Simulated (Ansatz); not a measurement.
# Al4NiPd3: the cost of one run

Program: Ansatz 0.2.0. Level of theory: DFT PBE, scalar-relativistic, plane waves, PAW. These are calculated values, not measurements.

### Step 1. The structure to begin with

Symmetry: P4/mmm, No. 123, tetragonal system. The conventional cell has a = 4.277 Å, b = 4.277 Å, c = 6.119 Å, α = 90.00°, β = 90.00°, γ = 90.00°. Al (site symmetry 2mm) is surrounded by 2 Ni at 2.60 Å and 6 Pd at 2.60 to 2.66 Å and 5 Al at 2.95 to 3.02 Å. Ni (site symmetry 4/mmm) has 8 Al at 2.60 Å in its first shell of neighbours. Pd (site symmetry 4/mmm) has 8 Al at 2.60 Å in its first shell of neighbours. Around Pd (site symmetry 4/mmm) lie 8 Al at 2.66 Å and 6 Pd at 3.02 to 3.06 Å. Pd (site symmetry 4/mmm) has 8 Al at 2.66 Å and 4 Pd at 3.02 Å and 2 Ni at 3.06 Å in its first shell of neighbours.

As a file:

```
Al Ni Pd
1.0
     4.27674    0.00000    0.00000
     0.00000    4.27674    0.00000
     0.00000    0.00000    6.11941
Al Ni Pd
4 1 3
Direct
  0.50000 0.00000 0.75910
  0.00000 0.50000 0.75910
  0.50000 0.00000 0.24090
  0.00000 0.50000 0.24090
  0.50000 0.50000 0.00000
  0.00000 0.00000 0.00000
  0.00000 0.00000 0.50000
  0.50000 0.50000 0.50000
```

It is the end of an earlier relaxation with the same method, from a generated guess; it is a trial structure. At a tolerance of 0.05 Å it has space group P4/mmm (No. 123); it has 13.99 Å³/atom, an uncorrected energy of -0.79 eV/atom over the elements.

### Step 2. Bands, states and charges

Input file input.yaml:

```yaml
crystal:
  lattice:
    - [4.276739, 0.0, 0.0]
    - [0.0, 4.276739, 0.0]
    - [0.0, 0.0, 6.119413]
  atoms:
    - { symbol: Al, position: [0.5, 0.0, 0.759098] }
    - { symbol: Al, position: [0.0, 0.5, 0.759098] }
    - { symbol: Al, position: [0.5, 0.0, 0.240902] }
    - { symbol: Al, position: [0.0, 0.5, 0.240902] }
    - { symbol: Ni, position: [0.5, 0.5, 0.0] }
    - { symbol: Pd, position: [0.0, 0.0, 0.0] }
    - { symbol: Pd, position: [0.0, 0.0, 0.5] }
    - { symbol: Pd, position: [0.5, 0.5, 0.5] }
basis:
  ecutwfc: 420
kpoints:
  mp_grid: { grid: [10, 10, 6] }
  band_path:
    path:
      - [[0.0, 0.0, 0.0], [0.0, 0.5, 0.0], [0.5, 0.5, 0.0], [0.0, 0.0, 0.0], [0.0, 0.0, 0.5], [0.0, 0.5, 0.5], [0.5, 0.5, 0.5], [0.0, 0.0, 0.5]]
      - [[0.0, 0.5, 0.0], [0.0, 0.5, 0.5]]
      - [[0.5, 0.5, 0.0], [0.5, 0.5, 0.5]]
    npoints: 14
hamiltonian:
  xc: pbe
scf:
  occupations: { method: gaussian, width: 0.1 }
  n_extra_bands: 20
output:
  forces: true
  stress: true
  eigenvalues: true
  populations: true
  dos: { projected: true, de: 0.02, nscf_kmesh: { grid: [12, 12, 8] } }
  bader: true
```

The run is started by

```bash
ansatz run input.yaml --threads 4 --pin off --max-ram 8192MiB --backend cpu --events-out ev --progress --plain --runs-dir out
```

What time and memory should one allow on 4 threads of AMD EPYC 9R45 (Zen 5), shared host?

About 21 s, with a peak of 1 GiB.
